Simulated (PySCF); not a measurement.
# C3H5GeN3O: NMR shieldings, spin-spin couplings, relativistic core levels

Aim: compute the NMR shieldings, spin-spin couplings, relativistic core levels of C3H5GeN3O (`O=Cc1c[n]([GeH3])nn1`).

Computed with PySCF 2.14.0 and routines of our own; the level stands in each step. Atoms count from 0.

## (1) The starting structure

13 atoms, charge 0, multiplicity 1; geometry from: GFN2-xTB.

## (2) NMR shieldings: PBE0/pcJ-1 Ge:dyall-v2z, spin–orbit

What the job is given:

```
{"job": {"kind": "hnmr", "xc": "PBE0", "basis": {"default": "pcJ-1", "Ge": "dyall-v2z"}, "rel": "so"}, "charge": 0, "multiplicity": 1}
O      3.233131     1.373907     0.098522
C      2.822282     0.333898    -0.350335
C      1.423538    -0.057734    -0.394238
C      0.288922     0.618039     0.037615
N     -0.736326    -0.198579    -0.243583
Ge    -2.577326    -0.171469    -0.039981
N     -0.252915    -1.319709    -0.818882
N      1.006934    -1.242813    -0.909290
H      3.493614    -0.431815    -0.778210
H      0.166773     1.575964     0.500614
H     -2.974372    -1.456679    -0.658279
H     -2.836821    -0.072923     1.428040
H     -3.061822     1.050399    -0.750971
```

Level: PBE0/pcJ-1 Ge:dyall-v2z GIAO NMR shielding, X2C with spin-orbit coupling, screened-nuclear two-electron part, Gaussian nuclei, gas phase.

Command:

```console
OMP_NUM_THREADS=1 python heavy_run.py task.json out
```

One launch serves the whole session: the jobs run in the order shown.

Standard output:

```text
spin-free SCF
coarse grid: 55856 points
cycle   1  E = -2454.9724246044  dE =  1.585e+00  |g| = 9.067e-01  |ddm| = 3.448e+00
cycle   2  E = -2454.5037616851  dE =  4.687e-01  |g| = 1.794e+00  |ddm| = 2.909e+00
cycle   3  E = -2455.1119939859  dE = -6.082e-01  |g| = 1.817e-01  |ddm| = 2.302e+00
cycle   4  E = -2455.1150802120  dE = -3.086e-03  |g| = 1.426e-01  |ddm| = 2.029e-01
cycle   5  E = -2455.1170959045  dE = -2.016e-03  |g| = 2.975e-02  |ddm| = 8.763e-02
cycle   6  E = -2455.1172163606  dE = -1.205e-04  |g| = 1.749e-02  |ddm| = 3.022e-02
cycle   7  E = -2455.1172764835  dE = -6.012e-05  |g| = 1.902e-03  |ddm| = 1.414e-02
cycle   8  E = -2455.1172772171  dE = -7.336e-07  |g| = 6.774e-04  |ddm| = 2.778e-03
final grid: 117712 points
cycle   9  E = -2455.1174362642  dE =  6.636e-08  |g| = 1.225e-03  |ddm| = 1.878e-03
cycle  10  E = -2455.1174356037  dE =  6.604e-07  |g| = 2.226e-03  |ddm| = 2.537e-03
cycle  11  E = -2455.1174364999  dE = -8.962e-07  |g| = 2.358e-04  |ddm| = 1.878e-03
cycle  12  E = -2455.1174365070  dE = -7.061e-09  |g| = 1.350e-04  |ddm| = 2.695e-04
cycle  13  E = -2455.1174365099  dE = -2.972e-09  |g| = 3.918e-05  |ddm| = 1.033e-04
converged SCF energy = -2455.1174365099
two-component SCF
cycle   1  E = -2455.0801477213  dE = -2.455e+03  |FDS-SDF| = 1.504e+01
cycle   2  E = -2455.1603399306  dE = -8.019e-02  |FDS-SDF| = 7.133e-02
cycle   3  E = -2455.1603958427  dE = -5.591e-05  |FDS-SDF| = 2.478e-03
cycle   4  E = -2455.1603965896  dE = -7.468e-07  |FDS-SDF| = 1.401e-03
cycle   5  E = -2455.1603966987  dE = -1.092e-07  |FDS-SDF| = 5.025e-04
cycle   6  E = -2455.1603967346  dE = -3.582e-08  |FDS-SDF| = 8.528e-05
cycle   7  E = -2455.1603967392  dE = -4.616e-09  |FDS-SDF| = 7.799e-05
converged, E = -2455.1603967392

Field gradients (au) and densities at the nuclei (bohr^-3)
atom        Vxx        Vyy        Vzz        centre      nuclear mean
  0 O      0.5195     1.4647    -1.9842        311.328        311.317
  1 C     -0.2042    -0.2850     0.4892        126.000        125.998
  2 C      0.0470     0.0948    -0.1417        125.910        125.907
  3 C      0.0706     0.1858    -0.2564        125.897        125.895
  4 N     -0.0617    -0.3670     0.4287        204.476        204.471
  5 Ge    -0.8720    -1.2288     2.1008      29255.441      29226.066
  6 N      0.2180     0.8290    -1.0470        205.117        205.112
  7 N      0.5055     0.5755    -1.0811        204.922        204.917
  8 H     -0.1298    -0.1363     0.2660          0.478          0.478
  9 H     -0.1552    -0.1775     0.3327          0.475          0.475
 10 H     -0.0839    -0.0854     0.1692          0.419          0.419
 11 H     -0.0776    -0.0835     0.1612          0.421          0.421
 12 H     -0.0774    -0.0834     0.1609          0.421          0.421
without picture change
  5 Ge                           2.1682                     45024.108

Core orbital energies (eV)
atom   shell        mean    spread
  5 Ge 1s       -11007.336   0.000
  5 Ge 2s        -1392.189   0.000
  5 Ge 3s         -177.676   0.000
  5 Ge 4s          -18.666   0.000
  5 Ge 2p1/2     -1236.879   0.000
  5 Ge 2p3/2     -1205.120   0.026
  5 Ge 3p1/2      -126.076   0.000
  5 Ge 3p3/2      -121.733   0.083
  5 Ge 3d3/2       -34.319   0.112
  5 Ge 3d5/2       -33.727   0.153

Shielding tensors (ppm)
atom      isotropic    diamagn.    paramagn.     s11        s22        s33       span
  0 O      -325.05      398.58     -723.63    -966.33    -403.28     394.48    1360.81
  1 C        -3.58      241.55     -245.13     -93.05     -14.23      96.54     189.58
  2 C        30.99      256.72     -225.73     -25.23      18.01     100.19     125.42
  3 C        50.61      253.14     -202.53     -34.17      33.40     152.61     186.77
  4 N         4.70      326.85     -322.15    -153.18      32.97     134.31     287.49
  5 Ge     1684.94     2651.92     -966.98    1594.03    1654.08    1806.72     212.69
  6 N      -152.96      319.79     -472.75    -403.11    -144.17      88.41     491.52
  7 N      -137.54      328.18     -465.72    -411.73    -185.43     184.52     596.24
  8 H        20.99       25.42       -4.43      18.80      21.17      22.99       4.19
  9 H        23.29       32.22       -8.93      20.43      21.92      27.52       7.09
 10 H        25.70       28.44       -2.74      17.46      22.52      37.11      19.65
 11 H        26.16       28.61       -2.45      18.72      22.30      37.47      18.75
 12 H        26.15       28.43       -2.28      18.63      22.38      37.44      18.81
```

Wall time 5.7 min (1 thread of Intel Xeon Platinum 8488C, shared host); peak memory 1.9 GiB.

From this job:

```tsv
quantity	value
energy from spin-orbit coupling	-0.0430 Eh
```

The fields below are evaluated on a grid from the run's orbitals.

Frontier orbitals at PBE0/dyall-v2z+pcJ-1, with the share of their density that lies nearest to each atom:

```tsv
orbital	energy (eV)	lies on
HOMO	-7.54	O0 65 %; H8 13 %; C2 9 %
LUMO	-1.58	C1 27 %; O0 22 %; C3 18 %
```

ELF in a plane through or near 11 of the atoms.

Values, 10 rows by 14 columns:
```
0.00 0.00 0.00 0.00 0.00 0.00 0.00 0.00 0.00 0.00 0.00 0.00 0.00 0.00
0.00 0.00 0.00 0.00 0.00 0.00 0.00 0.00 0.00 0.00 0.00 0.00 0.00 0.00
0.00 0.00 0.06 0.32 0.24 0.00 0.94 0.93 0.01 0.00 0.01 0.00 0.00 0.00
0.00 0.06 0.78 0.67 0.74 0.03 0.97 0.96 0.02 0.11 0.31 0.07 0.00 0.00
0.00 0.02 0.55 0.78 0.42 0.41 0.26 0.63 0.52 0.17 0.21 0.21 0.01 0.00
0.00 0.00 0.13 0.89 0.71 0.93 0.52 0.63 0.44 0.20 0.69 0.30 0.01 0.00
0.00 0.01 0.98 1.00 0.07 0.73 0.58 0.33 0.38 0.23 0.99 0.98 0.08 0.00
0.00 0.00 0.17 0.59 0.11 0.96 0.74 0.76 0.95 0.03 1.00 0.98 0.03 0.00
0.00 0.00 0.00 0.00 0.03 0.65 0.19 0.09 0.39 0.00 0.06 0.01 0.00 0.00
0.00 0.00 0.00 0.00 0.00 0.00 0.00 0.00 0.00 0.00 0.00 0.00 0.00 0.00
```
The map spans 12.1 Å across and 8.6 Å up, centred on the molecule. Atoms in the plane (x, y in Å): O0 (-3.3, 1.2), C1 (-2.8, 0.1), C2 (-1.4, -0.2), C3 (-0.3, 0.7), N4 (0.7, -0.1), Ge5 (2.6, 0.1), N6 (0.3, -1.4), N7 (-0.9, -1.5), H8 (-3.5, -0.8), H9 (-0.3, 1.7), H10 (3.1, -1.3).

On the surface of density 0.002 e/bohr³ the electrostatic potential runs, from the 1st to the 99th percentile, from -1.68 V near O0 to 2.21 V near Ge5.

## (3) Spin-spin couplings: PBE0/pcJ-1 Ge:dyall-v2z, spin–orbit

The job, as its differences from that of step 2:

```diff
@@ -1,2 +1,2 @@
-{"job": {"kind": "hnmr", "xc": "PBE0", "basis": {"default": "pcJ-1", "Ge": "dyall-v2z"}, "rel": "so"}, "charge": 0, "multiplicity": 1}
+{"job": {"kind": "hj", "xc": "PBE0", "basis": {"default": "pcJ-1", "Ge": "dyall-v2z"}, "rel": "so", "atoms": [5]}, "charge": 0, "multiplicity": 1}
 O      3.233131     1.373907     0.098522
```

With the program's defaults for keys left out, this is: PBE0/pcJ-1 Ge:dyall-v2z indirect spin-spin coupling, X2C with spin-orbit coupling, screened-nuclear two-electron part, Gaussian nuclei, gas phase.

Standard output:

```text
spin-free SCF
coarse grid: 55856 points
cycle   1  E = -2454.9724246044  dE =  1.585e+00  |g| = 9.067e-01  |ddm| = 3.448e+00
cycle   2  E = -2454.5037616851  dE =  4.687e-01  |g| = 1.794e+00  |ddm| = 2.909e+00
cycle   3  E = -2455.1119939859  dE = -6.082e-01  |g| = 1.817e-01  |ddm| = 2.302e+00
cycle   4  E = -2455.1150802120  dE = -3.086e-03  |g| = 1.426e-01  |ddm| = 2.029e-01
cycle   5  E = -2455.1170959045  dE = -2.016e-03  |g| = 2.975e-02  |ddm| = 8.763e-02
cycle   6  E = -2455.1172163606  dE = -1.205e-04  |g| = 1.749e-02  |ddm| = 3.022e-02
cycle   7  E = -2455.1172764835  dE = -6.012e-05  |g| = 1.902e-03  |ddm| = 1.414e-02
cycle   8  E = -2455.1172772171  dE = -7.336e-07  |g| = 6.774e-04  |ddm| = 2.778e-03
final grid: 117712 points
cycle   9  E = -2455.1174362642  dE =  6.636e-08  |g| = 1.225e-03  |ddm| = 1.878e-03
cycle  10  E = -2455.1174356037  dE =  6.604e-07  |g| = 2.226e-03  |ddm| = 2.537e-03
cycle  11  E = -2455.1174364999  dE = -8.962e-07  |g| = 2.358e-04  |ddm| = 1.878e-03
cycle  12  E = -2455.1174365070  dE = -7.061e-09  |g| = 1.350e-04  |ddm| = 2.695e-04
cycle  13  E = -2455.1174365099  dE = -2.972e-09  |g| = 3.918e-05  |ddm| = 1.033e-04
converged SCF energy = -2455.1174365099
two-component SCF
cycle   1  E = -2455.0801477213  dE = -2.455e+03  |FDS-SDF| = 1.504e+01
cycle   2  E = -2455.1603399306  dE = -8.019e-02  |FDS-SDF| = 7.133e-02
cycle   3  E = -2455.1603958427  dE = -5.591e-05  |FDS-SDF| = 2.478e-03
cycle   4  E = -2455.1603965896  dE = -7.468e-07  |FDS-SDF| = 1.401e-03
cycle   5  E = -2455.1603966987  dE = -1.092e-07  |FDS-SDF| = 5.025e-04
cycle   6  E = -2455.1603967346  dE = -3.582e-08  |FDS-SDF| = 8.528e-05
cycle   7  E = -2455.1603967392  dE = -4.616e-09  |FDS-SDF| = 7.799e-05
converged, E = -2455.1603967392

Indirect spin-spin couplings
  i        j     bonds      J/Hz   K/1e19 T2/J   anisotropy/Hz
  5  73Ge   0  17O    5       -0.02       -0.42         0.1
  5  73Ge   1  13C    4        0.11       -1.05        -0.1
  5  73Ge   2  13C    3       -0.72        6.78        -0.9
  5  73Ge   3  13C    2       -1.63       15.38        -1.9
  5  73Ge   4  15N    1        2.17       50.98        13.8
  5  73Ge   6  15N    2        3.62       84.97         0.7
  5  73Ge   7  15N    3        0.11        2.68         0.6
  5  73Ge   8   1H    5       -0.34        0.80        -0.2
  5  73Ge   9   1H    3       -0.28        0.66        -0.2
  5  73Ge  10   1H    1     -123.56      293.98       -16.6
  5  73Ge  11   1H    1     -105.01      249.84       -17.1
  5  73Ge  12   1H    1     -104.72      249.18       -17.2
```

Run time: 4.2 min. Hardware: 1 thread of Intel Xeon Platinum 8488C, shared host; peak memory 1.4 GiB.

In short:

```tsv
quantity	value
energy from spin-orbit coupling	-0.0430 Eh
```

## (4) Relativistic core levels: PBE0/pcJ-1 Ge:dyall-v2z, spin–orbit

The job, as its differences from that of step 3:

```diff
@@ -1,2 +1,2 @@
-{"job": {"kind": "hj", "xc": "PBE0", "basis": {"default": "pcJ-1", "Ge": "dyall-v2z"}, "rel": "so", "atoms": [5]}, "charge": 0, "multiplicity": 1}
+{"job": {"kind": "hxps", "xc": "PBE0", "basis": {"default": "pcJ-1", "Ge": "dyall-v2z"}, "rel": "so", "holes": [[5, "2p"]]}, "charge": 0, "multiplicity": 1}
 O      3.233131     1.373907     0.098522
```

Method: PBE0/pcJ-1 Ge:dyall-v2z core ionisation, delta-SCF with one localised hole, X2C with spin-orbit coupling, screened-nuclear two-electron part, Gaussian nuclei, gas phase.

Standard output:

```text
spin-free SCF
coarse grid: 55856 points
cycle   1  E = -2454.9724246044  dE =  1.585e+00  |g| = 9.067e-01  |ddm| = 3.448e+00
cycle   2  E = -2454.5037616851  dE =  4.687e-01  |g| = 1.794e+00  |ddm| = 2.909e+00
cycle   3  E = -2455.1119939859  dE = -6.082e-01  |g| = 1.817e-01  |ddm| = 2.302e+00
cycle   4  E = -2455.1150802120  dE = -3.086e-03  |g| = 1.426e-01  |ddm| = 2.029e-01
cycle   5  E = -2455.1170959045  dE = -2.016e-03  |g| = 2.975e-02  |ddm| = 8.763e-02
cycle   6  E = -2455.1172163606  dE = -1.205e-04  |g| = 1.749e-02  |ddm| = 3.022e-02
cycle   7  E = -2455.1172764835  dE = -6.012e-05  |g| = 1.902e-03  |ddm| = 1.414e-02
cycle   8  E = -2455.1172772171  dE = -7.336e-07  |g| = 6.774e-04  |ddm| = 2.778e-03
final grid: 117712 points
cycle   9  E = -2455.1174362642  dE =  6.636e-08  |g| = 1.225e-03  |ddm| = 1.878e-03
cycle  10  E = -2455.1174356037  dE =  6.604e-07  |g| = 2.226e-03  |ddm| = 2.537e-03
cycle  11  E = -2455.1174364999  dE = -8.962e-07  |g| = 2.358e-04  |ddm| = 1.878e-03
cycle  12  E = -2455.1174365070  dE = -7.061e-09  |g| = 1.350e-04  |ddm| = 2.695e-04
cycle  13  E = -2455.1174365099  dE = -2.972e-09  |g| = 3.918e-05  |ddm| = 1.033e-04
converged SCF energy = -2455.1174365099
two-component SCF
cycle   1  E = -2455.0801477213  dE = -2.455e+03  |FDS-SDF| = 1.504e+01
cycle   2  E = -2455.1603399306  dE = -8.019e-02  |FDS-SDF| = 7.133e-02
cycle   3  E = -2455.1603958427  dE = -5.591e-05  |FDS-SDF| = 2.478e-03
cycle   4  E = -2455.1603965896  dE = -7.468e-07  |FDS-SDF| = 1.401e-03
cycle   5  E = -2455.1603966987  dE = -1.092e-07  |FDS-SDF| = 5.025e-04
cycle   6  E = -2455.1603967346  dE = -3.582e-08  |FDS-SDF| = 8.528e-05
cycle   7  E = -2455.1603967392  dE = -4.616e-09  |FDS-SDF| = 7.799e-05
converged, E = -2455.1603967392

Field gradients (au) and densities at the nuclei (bohr^-3)
atom        Vxx        Vyy        Vzz        centre      nuclear mean
  0 O      0.5195     1.4647    -1.9842        311.328        311.317
  1 C     -0.2042    -0.2850     0.4892        126.000        125.998
  2 C      0.0470     0.0948    -0.1417        125.910        125.907
  3 C      0.0706     0.1858    -0.2564        125.897        125.895
  4 N     -0.0617    -0.3670     0.4287        204.476        204.471
  5 Ge    -0.8720    -1.2288     2.1008      29255.441      29226.066
  6 N      0.2180     0.8290    -1.0470        205.117        205.112
  7 N      0.5055     0.5755    -1.0811        204.922        204.917
  8 H     -0.1298    -0.1363     0.2660          0.478          0.478
  9 H     -0.1552    -0.1775     0.3327          0.475          0.475
 10 H     -0.0839    -0.0854     0.1692          0.419          0.419
 11 H     -0.0776    -0.0835     0.1612          0.421          0.421
 12 H     -0.0774    -0.0834     0.1609          0.421          0.421
without picture change
  5 Ge                           2.1682                     45024.108

Core orbital energies (eV)
atom   shell        mean    spread
  5 Ge 1s       -11007.336   0.000
  5 Ge 2s        -1392.189   0.000
  5 Ge 3s         -177.676   0.000
  5 Ge 4s          -18.666   0.000
  5 Ge 2p1/2     -1236.879   0.000
  5 Ge 2p3/2     -1205.120   0.026
  5 Ge 3p1/2      -126.076   0.000
  5 Ge 3p3/2      -121.733   0.083
  5 Ge 3d3/2       -34.319   0.112
  5 Ge 3d5/2       -33.727   0.153

hole in 2p3/2 of atom 5
cycle   1  E = -2409.1442237751  dE = -2.409e+03  |FDS-SDF| = 6.562e+00
cycle   2  E = -2408.4795763320  dE =  6.646e-01  |FDS-SDF| = 5.832e+00
cycle   3  E = -2410.0193089374  dE = -1.540e+00  |FDS-SDF| = 1.128e+00
cycle   4  E = -2410.1615340478  dE = -1.422e-01  |FDS-SDF| = 6.537e-01
cycle   5  E = -2410.2432116099  dE = -8.168e-02  |FDS-SDF| = 1.350e-01
cycle   6  E = -2410.2475636021  dE = -4.352e-03  |FDS-SDF| = 4.304e-02
cycle   7  E = -2410.2483111171  dE = -7.475e-04  |FDS-SDF| = 2.018e-02
cycle   8  E = -2410.2484831597  dE = -1.720e-04  |FDS-SDF| = 9.775e-03
cycle   9  E = -2410.2485265040  dE = -4.334e-05  |FDS-SDF| = 3.866e-03
cycle  10  E = -2410.2485337820  dE = -7.278e-06  |FDS-SDF| = 1.431e-03
cycle  11  E = -2410.2485347727  dE = -9.907e-07  |FDS-SDF| = 4.001e-04
cycle  12  E = -2410.2485348378  dE = -6.511e-08  |FDS-SDF| = 2.875e-04
converged, E = -2410.2485348378

Core binding energies (eV)
atom   line    delta-SCF   -orbital   splitting
  5 Ge 2p3/2    1222.108    1205.12    31.759
```

Wall time 3.5 min (1 thread of Intel Xeon Platinum 8488C, shared host); peak memory 1.6 GiB.

From this job:

```tsv
quantity	value
energy from spin-orbit coupling	-0.0430 Eh
```

## (5) Summary of results

| quantity | value |
| --- | --- |
| energy from spin-orbit coupling (step 2, PBE0/pcJ-1 Ge:dyall-v2z, spin–orbit) | -0.0430 Eh |
| shieldings (step 2, PBE0/pcJ-1 Ge:dyall-v2z, spin–orbit) | O0 -325.0, C1 -3.6, C2 31.0, C3 50.6, N4 4.7, Ge5 1684.9, N6 -153.0, N7 -137.5 ppm |
| surface potential, 1st and 99th percentile | -1.68 V and 2.21 V |
| energy from spin-orbit coupling (step 3, PBE0/pcJ-1 Ge:dyall-v2z, spin–orbit) | -0.0430 Eh |
| largest reduced coupling (step 3, PBE0/pcJ-1 Ge:dyall-v2z, spin–orbit) | Ge5–H10: J = -123.6 Hz, K = 294·10¹⁹ T²/J |
| Ge5 2p3/2 binding energy (step 4, PBE0/pcJ-1 Ge:dyall-v2z, spin–orbit) | 1222.1 eV, 2p1/2 1253.9 eV |
| energy from spin-orbit coupling (step 4, PBE0/pcJ-1 Ge:dyall-v2z, spin–orbit) | -0.0430 Eh |

What this shows: In step 2, O0 has the widest tensor, 1361 ppm. By nearest atom (PBE0/dyall-v2z+pcJ-1), the HOMO sits on O0 65 %; H8 13 % and the LUMO on C1 27 %; O0 22 %.
